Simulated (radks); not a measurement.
# Ga⁶⁺ in [Ar] 3d7: an all-electron calculation

What are the levels of the gallium ion Ga6+, how large are its shells, and how does its energy divide?

Method: scalar-relativistic Kohn-Sham, PBE, spin-polarised, spherical densities, point nucleus; open shells are filled with parallel spins first. Code: radks (a radial shooting solver on a logarithmic mesh, Libxc functionals) version 1.

## 1. The atom as given

| Quantity | Value |
| --- | --- |
| element | gallium (Z = 31) |
| charge | +6 |
| electrons | 25 |
| configuration | [Ar] 3d7 |

The outer shells:

Ga⁶⁺
```
[Ar] core
3d [↑↓][↑↓][↑ ][↑ ][↑ ]
```

In the logs a row gives level, spin channel, occupation and eigenvalue; Etot, Ekin, Encl (electron-nucleus), Eh (Hartree) and Exc are energies, all in hartree; err is the last residual, it the number of iterations.

## 2. The calculation

Input:

```text
Z 31
configuration [Ar] 3d7
relativity scalar-relativistic
functional pbe,pbe
spin polarised
nucleus point
c 137.035999084
```

Command:

```
$ python run_ks.py task.json out
```

All runs below come from this command, one after another.

The log of the run:

```text
1s      1   1.0000        -380.33969740
2s      1   1.0000         -50.89111097
2p      1   3.0000         -44.86790773
3s      1   1.0000          -9.67641719
3p      1   3.0000          -7.83477751
3d      1   5.0000          -4.82503156
1s      2   1.0000        -380.33970080
2s      2   1.0000         -50.79377437
2p      2   3.0000         -44.79509206
3s      2   1.0000          -9.50950860
3p      2   3.0000          -7.66974586
3d      2   2.0000          -4.65672814
Etot -1932.1032606457604
Ekin 1965.3759100783575
Encl -4548.697164063938
Eh 723.1664017659374
Exc -71.94840842611727
err 4.1769844715910116e-10
it 15
```

Residual by iteration: 1.4e+01, 7.8e+00, 5.9e-01, 5.2e-01, 1.9e-02, 3.1e-03, 5.2e-04, 3.3e-05, 2.1e-05, 9.4e-06, 3.9e-06, 1.8e-08, 8.4e-09, 4.2e-10, 4.2e-10.

## 3. Shells

Sizes of the orbitals, from the radial functions (bohr):

```
  level  occupation  energy (eV)      <r>  outermost maximum (interpolated)  90 % within  nodes
1s down           1     -10349.6  0.04860                            0.0318       0.0869      0
  1s up           1     -10349.6  0.04860                            0.0318       0.0869      0
  2s up           1      -1384.8   0.2179                             0.182        0.337      1
2s down           1      -1382.2   0.2176                             0.182        0.337      1
  2p up           3      -1220.9   0.1908                             0.147        0.312      0
2p down           3      -1218.9   0.1905                             0.146        0.311      0
  3s up           1      -263.31   0.6334                             0.558        0.941      2
3s down           1      -258.77   0.6356                             0.559        0.945      2
  3p up           3      -213.20   0.6491                             0.557        0.988      1
3p down           3      -208.70   0.6523                             0.559        0.994      1
  3d up           5      -131.30   0.6741                             0.506         1.10      0
3d down           2      -126.72   0.6828                             0.510         1.12      0
```

Radial density 4πr²ρ:

```
r (bohr)  4πr²ρ (e/bohr)
 0.00183          0.9027
 0.00258           1.684
 0.00367           3.124
 0.00518           5.561
 0.00736           9.641
  0.0105           15.79
  0.0148           23.68
  0.0210           32.13
  0.0296           37.48
  0.0421           36.77
  0.0599           31.83
  0.0845           31.73
   0.120           40.29
   0.171           43.00
   0.241           29.77
   0.343           20.38
   0.483           24.87
   0.687           20.98
   0.977           8.201
    1.38           1.469
    1.96         0.09907
```

Electron localisation function: r (bohr), ELF and a bar.

```
  0.00162  1.00 ##############################
  0.00231  1.00 ##############################
  0.00326  1.00 ##############################
  0.00463  1.00 ##############################
  0.00653  1.00 ##############################
  0.00929  1.00 ##############################
   0.0132  1.00 ##############################
   0.0186  1.00 ##############################
   0.0265  0.98 #############################
   0.0377  0.90 ###########################
   0.0531  0.56 #################
   0.0755  0.29 #########
    0.107  0.51 ###############
    0.152  0.79 ########################
    0.215  0.70 #####################
    0.304  0.23 #######
    0.432  0.50 ###############
    0.614  0.79 ########################
    0.867  0.68 ####################
     1.23  0.23 #######
     1.74  0.01 
     2.47  0.00
```

Radial Coulomb (F) and exchange (G) integrals, eV:

```
integral  shells   value
      F0  3d, 3d  36.896
      F2  3d, 3d  17.793
      F4  3d, 3d  11.221
      F0  3d, 3p  37.177
      F2  3d, 3p  17.972
      G1  3d, 3p  21.762
      G3  3d, 3p  13.521
      F0  3d, 3s  37.592
      G2  3d, 3s  16.672
      F0  3p, 3p  37.813
```

X-ray form factor f at sin θ/λ (1/Å): 0.05: 24.85, 0.15: 23.70, 0.25: 21.66, 0.4: 17.81, 0.6: 13.00, 1: 7.75, 1.5: 5.63.

## 4. What came out

```
                        quantity                      value
                    total energy        -1932.10326 hartree
exchange-correlation share of it                     3.72 %
                            −T/E                     1.0172
          highest occupied level        3d down, -126.72 eV
    most extended occupied level  3d down, <r> = 0.683 bohr
 radius at density 0.001 e/bohr³                  2.08 bohr
    maxima of the radial density                          3
         ionisation energy, NIST            141 (theory) eV
```

3 principal shells are occupied and 3 maxima appear in the radial density. Relativity lifts −T/E to 1.017. Minus the highest eigenvalue, 126.72 eV, is 90 % of the tabulated ionisation energy (141 eV); the potential of a semilocal functional falls off too fast, so its top eigenvalue is too shallow. Open shells are spherical and high-spin; term and fine-structure splittings are not resolved.
